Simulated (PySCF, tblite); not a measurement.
# C5H8O2S: a rotation path, then NMR shifts on frames, part 2 of 2

tblite 0.8.0 and PySCF 2.14.0. Atoms count from 0.

### Step 5. Nuclear shieldings: image 5, PBE0/pcSseg-1

What the job is given:

```
{"job": {"kind": "nmr", "xc": "PBE0", "basis": "pcSseg-1", "pop": false}, "charge": 0, "multiplicity": 1}
C      3.317500    -0.507300    -1.092600
C      2.462100     0.011500    -0.436900
C      1.420800     0.602600     0.378400
C      0.178900    -0.286000     0.449500
S     -1.154300     0.591500    -0.430900
C     -2.588000    -0.516000    -0.286200
O     -1.440700     1.802300     0.289500
O     -0.802600     0.712000    -1.817200
H      4.069700    -0.942600    -1.680400
H      1.124800     1.561500    -0.059100
H      1.816500     0.799400     1.377500
H     -0.168200    -0.442800     1.466100
H      0.326000    -1.234300    -0.057900
H     -2.806300    -0.645800     0.765300
H     -3.422400    -0.043100    -0.788500
H     -2.341300    -1.453800    -0.765500
```

With the program's defaults for keys left out, this is: GIAO PBE0/pcSseg-1 NMR shielding, non-relativistic, gas phase.

What it wrote:

```text
coarse grid: 14192 points
cycle   1  E = -742.9279005381  dE =  1.770e+00  |g| = 1.164e+00  |ddm| = 3.917e+00
cycle   2  E = -742.3187182416  dE =  6.092e-01  |g| = 2.157e+00  |ddm| = 3.048e+00
cycle   3  E = -743.1738121198  dE = -8.551e-01  |g| = 1.924e-01  |ddm| = 2.204e+00
cycle   4  E = -743.1817798928  dE = -7.968e-03  |g| = 7.450e-02  |ddm| = 2.292e-01
cycle   5  E = -743.1827497650  dE = -9.699e-04  |g| = 4.004e-02  |ddm| = 7.123e-02
cycle   6  E = -743.1831166865  dE = -3.669e-04  |g| = 8.446e-03  |ddm| = 3.087e-02
cycle   7  E = -743.1831336479  dE = -1.696e-05  |g| = 1.942e-03  |ddm| = 7.477e-03
cycle   8  E = -743.1831344171  dE = -7.693e-07  |g| = 6.883e-04  |ddm| = 2.197e-03
final grid: 133184 points
cycle   9  E = -743.2554023795  dE = -3.051e-05  |g| = 1.117e-02  |ddm| = 3.784e-02
cycle  10  E = -743.2553700573  dE =  3.232e-05  |g| = 1.685e-02  |ddm| = 2.415e-02
cycle  11  E = -743.2554276810  dE = -5.762e-05  |g| = 2.575e-03  |ddm| = 1.574e-02
cycle  12  E = -743.2554289612  dE = -1.280e-06  |g| = 3.723e-04  |ddm| = 2.065e-03
cycle  13  E = -743.2554289782  dE = -1.702e-08  |g| = 2.689e-04  |ddm| = 4.632e-04
cycle  14  E = -743.2554289953  dE = -1.713e-08  |g| = 4.408e-05  |ddm| = 2.003e-04
cycle  15  E = -743.2554289958  dE = -4.484e-10  |g| = 1.225e-05  |ddm| = 4.879e-05
converged SCF energy = -743.2554289958

GIAO shielding tensors (ppm)
atom      isotropic    diamagn.    paramagn.     s11        s22        s33       span
  0 C      111.002     256.736    -145.734     38.186     41.675    253.144    214.958
  1 C       98.429     261.736    -163.306     -7.880      7.213    295.955    303.836
  2 C      176.610     248.652     -72.041    165.678    174.828    189.325     23.647
  3 C      126.155     258.438    -132.283    106.120    111.843    160.502     54.382
  4 S      203.587    1053.432    -849.845     57.668    190.606    362.488    304.820
  5 C      140.193     255.489    -115.296    112.630    118.998    188.950     76.320
  6 O      126.633     400.170    -273.537     62.405     89.652    227.841    165.436
  7 O      125.807     401.063    -275.256     63.209     92.561    221.651    158.442
  8 H       30.232      33.817      -3.585     24.942     25.108     40.645     15.703
  9 H       28.505      29.613      -1.108     23.640     28.828     33.047      9.407
 10 H       29.136      27.923       1.213     22.988     28.167     36.253     13.266
 11 H       28.804      34.107      -5.303     25.010     29.003     32.398      7.387
 12 H       28.959      34.029      -5.070     25.401     29.882     31.596      6.195
 13 H       29.321      30.358      -1.037     26.299     27.470     34.193      7.895
 14 H       28.732      26.959       1.772     26.176     26.277     33.743      7.566
 15 H       29.210      30.817      -1.607     26.073     27.669     33.888      7.815
```

Run time: 15 s. Hardware: 1 thread of AMD EPYC 9R45, shared host; peak memory 0.85 GiB.

In short: δ C1 88.5, C0 75.9, C3 60.8, C5 46.7, H9 3.21, H14 2.99 ppm.

### Step 6. Nuclear shieldings: image 6, PBE0/pcSseg-1

What the job is given:

```
{"job": {"kind": "nmr", "xc": "PBE0", "basis": "pcSseg-1", "pop": false}, "charge": 0, "multiplicity": 1}
C      3.175200    -0.426600    -1.229400
C      2.382300     0.049100    -0.470900
C      1.431200     0.576600     0.486400
C      0.168200    -0.277900     0.554000
S     -1.084100     0.546400    -0.483200
C     -2.552900    -0.514400    -0.332000
O     -1.381500     1.818800     0.117400
O     -0.652200     0.541400    -1.851200
H      3.866500    -0.820100    -1.913600
H      1.136700     1.587700     0.187900
H      1.911600     0.639500     1.466500
H     -0.246800    -0.326000     1.556400
H      0.323200    -1.273200     0.149400
H     -2.841300    -0.543300     0.710100
H     -3.341800    -0.072400    -0.927300
H     -2.301800    -1.496700    -0.709300
```

Method: GIAO PBE0/pcSseg-1 NMR shielding, non-relativistic, gas phase.

What it wrote:

```text
coarse grid: 14192 points
cycle   1  E = -742.9278989683  dE =  1.772e+00  |g| = 1.165e+00  |ddm| = 3.923e+00
cycle   2  E = -742.3151954029  dE =  6.127e-01  |g| = 2.160e+00  |ddm| = 2.951e+00
cycle   3  E = -743.1741235152  dE = -8.589e-01  |g| = 1.946e-01  |ddm| = 2.122e+00
cycle   4  E = -743.1822294705  dE = -8.106e-03  |g| = 7.652e-02  |ddm| = 2.292e-01
cycle   5  E = -743.1832216317  dE = -9.922e-04  |g| = 4.235e-02  |ddm| = 7.271e-02
cycle   6  E = -743.1836331567  dE = -4.115e-04  |g| = 8.143e-03  |ddm| = 3.232e-02
cycle   7  E = -743.1836487290  dE = -1.557e-05  |g| = 2.047e-03  |ddm| = 7.396e-03
cycle   8  E = -743.1836495460  dE = -8.170e-07  |g| = 8.229e-04  |ddm| = 2.317e-03
final grid: 133184 points
cycle   9  E = -743.2558555295  dE = -2.861e-05  |g| = 1.140e-02  |ddm| = 3.525e-02
cycle  10  E = -743.2558198123  dE =  3.572e-05  |g| = 1.749e-02  |ddm| = 2.393e-02
cycle  11  E = -743.2558817661  dE = -6.195e-05  |g| = 2.626e-03  |ddm| = 1.565e-02
cycle  12  E = -743.2558831075  dE = -1.341e-06  |g| = 4.063e-04  |ddm| = 2.056e-03
cycle  13  E = -743.2558831308  dE = -2.324e-08  |g| = 2.698e-04  |ddm| = 4.878e-04
cycle  14  E = -743.2558831480  dE = -1.720e-08  |g| = 4.409e-05  |ddm| = 1.992e-04
cycle  15  E = -743.2558831484  dE = -4.454e-10  |g| = 1.305e-05  |ddm| = 4.999e-05
converged SCF energy = -743.2558831484

GIAO shielding tensors (ppm)
atom      isotropic    diamagn.    paramagn.     s11        s22        s33       span
  0 C      110.851     257.658    -146.807     38.313     41.202    253.039    214.726
  1 C       98.731     261.925    -163.195     -6.462      7.081    295.573    302.035
  2 C      176.121     248.835     -72.714    165.509    174.036    188.818     23.308
  3 C      126.071     258.929    -132.858    108.336    112.117    157.761     49.426
  4 S      204.335    1053.287    -848.952     57.289    190.698    365.017    307.729
  5 C      139.906     255.575    -115.669    112.103    118.618    188.997     76.895
  6 O      127.738     400.118    -272.380     61.697     87.030    234.487    172.790
  7 O      123.371     401.239    -277.868     62.402     94.325    213.386    150.984
  8 H       30.246      34.143      -3.898     24.930     25.161     40.646     15.717
  9 H       28.453      29.551      -1.098     23.834     28.535     32.991      9.157
 10 H       29.125      27.794       1.331     22.936     27.976     36.462     13.526
 11 H       28.967      34.129      -5.162     25.082     28.942     32.877      7.796
 12 H       28.912      33.854      -4.942     25.681     29.589     31.465      5.784
 13 H       29.341      30.309      -0.968     26.308     27.424     34.290      7.982
 14 H       28.724      27.106       1.618     26.166     26.311     33.693      7.528
 15 H       29.198      30.838      -1.640     26.064     27.710     33.820      7.756
```

It took 15 s on 1 thread of AMD EPYC 9R45, shared host; peak memory 0.85 GiB.

Key values: δ C1 88.2, C0 76.1, C3 60.9, C5 47.0, H9 3.26, H14 2.99 ppm.

### Step 7. NMR shieldings: image 8, PBE0/pcSseg-1

What the job is given:

```
{"job": {"kind": "nmr", "xc": "PBE0", "basis": "pcSseg-1", "pop": false}, "charge": 0, "multiplicity": 1}
C      2.959600    -0.112500    -1.407900
C      2.263900     0.166700    -0.476400
C      1.441200     0.474700     0.676500
C      0.149300    -0.328600     0.660500
S     -0.927400     0.373600    -0.635900
C     -2.529700    -0.437900    -0.338200
O     -1.078200     1.778600    -0.372500
O     -0.461100    -0.022900    -1.932700
H      3.550000    -0.337000    -2.244900
H      1.181600     1.537500     0.656800
H      2.009300     0.268200     1.589500
H     -0.395900    -0.224300     1.594700
H      0.314500    -1.373300     0.414200
H     -2.893900    -0.130300     0.632800
H     -3.210900    -0.115500    -1.115900
H     -2.380000    -1.508200    -0.389300
```

Level: GIAO PBE0/pcSseg-1 NMR shielding, non-relativistic, gas phase.

What it wrote:

```text
coarse grid: 14192 points
cycle   1  E = -742.9263887601  dE =  1.775e+00  |g| = 1.166e+00  |ddm| = 3.917e+00
cycle   2  E = -742.2965186483  dE =  6.299e-01  |g| = 2.180e+00  |ddm| = 3.014e+00
cycle   3  E = -743.1732828020  dE = -8.768e-01  |g| = 2.023e-01  |ddm| = 2.188e+00
cycle   4  E = -743.1817708389  dE = -8.488e-03  |g| = 8.690e-02  |ddm| = 2.358e-01
cycle   5  E = -743.1829626658  dE = -1.192e-03  |g| = 5.151e-02  |ddm| = 8.381e-02
cycle   6  E = -743.1835841186  dE = -6.215e-04  |g| = 7.460e-03  |ddm| = 3.843e-02
cycle   7  E = -743.1835969000  dE = -1.278e-05  |g| = 2.101e-03  |ddm| = 7.216e-03
cycle   8  E = -743.1835977447  dE = -8.447e-07  |g| = 8.643e-04  |ddm| = 2.423e-03
final grid: 133184 points
cycle   9  E = -743.2563531549  dE = -2.721e-05  |g| = 1.155e-02  |ddm| = 3.425e-02
cycle  10  E = -743.2563171858  dE =  3.597e-05  |g| = 1.764e-02  |ddm| = 2.387e-02
cycle  11  E = -743.2563801581  dE = -6.297e-05  |g| = 2.720e-03  |ddm| = 1.566e-02
cycle  12  E = -743.2563816073  dE = -1.449e-06  |g| = 4.121e-04  |ddm| = 2.135e-03
cycle  13  E = -743.2563816328  dE = -2.542e-08  |g| = 2.597e-04  |ddm| = 4.831e-04
cycle  14  E = -743.2563816488  dE = -1.605e-08  |g| = 4.685e-05  |ddm| = 1.947e-04
cycle  15  E = -743.2563816493  dE = -5.155e-10  |g| = 1.267e-05  |ddm| = 5.316e-05
converged SCF energy = -743.2563816493

GIAO shielding tensors (ppm)
atom      isotropic    diamagn.    paramagn.     s11        s22        s33       span
  0 C      107.431     259.071    -151.640     35.035     37.653    249.606    214.571
  1 C      101.987     263.516    -161.529      1.447      9.298    295.216    293.768
  2 C      174.378     247.862     -73.485    164.294    171.685    187.154     22.859
  3 C      127.318     259.169    -131.851    109.281    113.726    158.947     49.667
  4 S      208.199    1052.927    -844.728     56.858    191.096    376.644    319.786
  5 C      138.538     255.750    -117.211    109.272    117.426    188.916     79.644
  6 O      129.629     400.728    -271.099     61.919     90.553    236.415    174.496
  7 O      112.540     401.360    -288.820     55.702     89.808    192.109    136.407
  8 H       30.159      34.854      -4.695     24.811     25.219     40.448     15.637
  9 H       28.312      29.081      -0.769     24.343     27.433     33.160      8.816
 10 H       29.109      27.040       2.069     23.098     27.651     36.577     13.480
 11 H       29.285      33.970      -4.685     25.549     29.007     33.299      7.749
 12 H       28.926      33.274      -4.347     26.049     28.704     32.025      5.976
 13 H       29.437      30.285      -0.848     26.320     27.525     34.467      8.147
 14 H       28.738      27.440       1.298     26.264     26.324     33.625      7.361
 15 H       29.174      30.742      -1.568     26.185     27.700     33.638      7.453
```

Wall time 15 s (1 thread of AMD EPYC 9R45, shared host); peak memory 0.85 GiB.

In short: δ C1 84.9, C0 79.5, C3 59.6, C5 48.4, H9 3.41, H14 2.98 ppm.

### Step 8. Run by run: NMR shifts

Shifts (ppm) of some atoms, chosen among heavy atoms and hydrogens apart, with basis size and wall time:

```
  frame    C1    C0    H9   H11   S4     O7     O6  functions  time
image 0  85.5  77.2  2.96  2.74  297  207.7  207.6        183  15 s
image 2  86.2  76.8  3.14  2.99  298  204.1  209.7        183  15 s
image 5  88.5  75.9  3.21  2.91  300  210.3  209.4        183  15 s
image 6  88.2  76.1  3.26  2.75  299  212.7  208.3        183  15 s
image 8  84.9  79.5  3.41  2.43  296  223.5  206.4        183  15 s
```

### Step 9. Summary of results

What follows sums up all 2 parts.

| quantity | value |
| --- | --- |
| barrier | 0.101 eV (2.3 kcal/mol) at image 5 |
| end to end (GFN2-xTB) | 0.045 eV |
| 13C shifts against TMS (PBE0/pcSseg-1, image 0) | 85.5, 77.2, 60.5, 47.8, 11.4 ppm |
| 1H shifts against TMS (PBE0/pcSseg-1, image 0) | 3.04, 2.96, 2.96, 2.74, 2.74, 2.50, 2.50, 1.46 ppm |
| 33S shifts against CS2 (PBE0/pcSseg-1, image 0) | 297 ppm |
| 17O shifts against H2O (PBE0/pcSseg-1, image 0) | 207.7, 207.6 ppm |
| range of the shift of O7 | 204.1 to 223.5 ppm |

**Reading.** Along the band the dihedral turns by 107°, and the top (dihedral 247°) lies 2.3 kcal/mol above the start (GFN2-xTB, rough), so at room temperature this motion is fast. Ends this close can change order at a higher level. The top was not checked by a frequency run. Shifts at one fixed geometry are not the observed spectrum, which averages over the motion. In the first frame run (image 0): The largest span, 315 ppm, is at S4, where the paramagnetic term is -846 ppm. Across the 5 runs the shift of O7 moves most, between 204.1 (image 2) and 223.5 ppm (image 8).
